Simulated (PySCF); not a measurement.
# C6H16O2Si: the cost of one run

The runs use PySCF 2.14.0, with density-fitted response routines of our own; the level of theory stands in each step. All values are computed, except where a source is named. Atoms are numbered from 0 throughout.

## (1) Starting geometry

25 atoms, charge 0, multiplicity 1; geometry from: GFN2-xTB.

Bonds of the start (Å): C0–C1 1.53, C1–C2 1.53, C1–Si3 1.91, Si3–O4 1.64, Si3–O5 1.63, Si3–C6 1.92, C6–C7 1.53, C6–C8 1.53, C0–H9 1.09, C0–H10 1.09, C0–H11 1.09, C1–H12 1.10, C2–H13 1.09, C2–H14 1.09, C2–H15 1.09, O4–H16 0.95, O5–H17 0.95, C6–H18 1.09, C7–H19 1.09, C7–H20 1.09, C7–H21 1.09, C8–H22 1.09, C8–H23 1.09, C8–H24 1.09.

## (2) Optimising the geometry at PBE0-D3(BJ)/def2-SVP

The job: settings as JSON, then the geometry in Å.

```
{"job": {"xc": "PBE0", "basis": "def2-SVP", "d3": "d3bj", "grid": 1, "kind": "geom"}, "charge": 0, "multiplicity": 1}
C      1.939300     0.765870     1.529840
C      1.503100    -0.447360     0.710690
C      2.678260    -0.954380    -0.124160
Si     0.002490    -0.046530    -0.404620
O     -0.425440    -1.335520    -1.330430
O      0.460740     1.085530    -1.479970
C     -1.499080     0.574060     0.609780
C     -1.969530    -0.450570     1.642230
C     -2.659800     0.950340    -0.310340
H      2.203820     1.585220     0.866490
H      1.138800     1.101060     2.184430
H      2.805890     0.524630     2.144250
H      1.231980    -1.242460     1.414920
H      2.394220    -1.831800    -0.700250
H      3.520630    -1.217430     0.514780
H      3.001940    -0.182510    -0.817870
H     -0.738980    -2.132200    -0.913410
H      0.243130     0.954250    -2.399550
H     -1.210040     1.478080     1.152990
H     -2.317880    -1.357970     1.151270
H     -1.165230    -0.715760     2.324450
H     -2.794710    -0.049980     2.229670
H     -3.510790     1.306720     0.268780
H     -2.980360     0.089830    -0.894030
H     -2.359460     1.736340    -0.998020
```

Q: Estimate the wall time of this first job on 8 threads of Intel Xeon at 2.70GHz, shared host.

About 2.2 min.
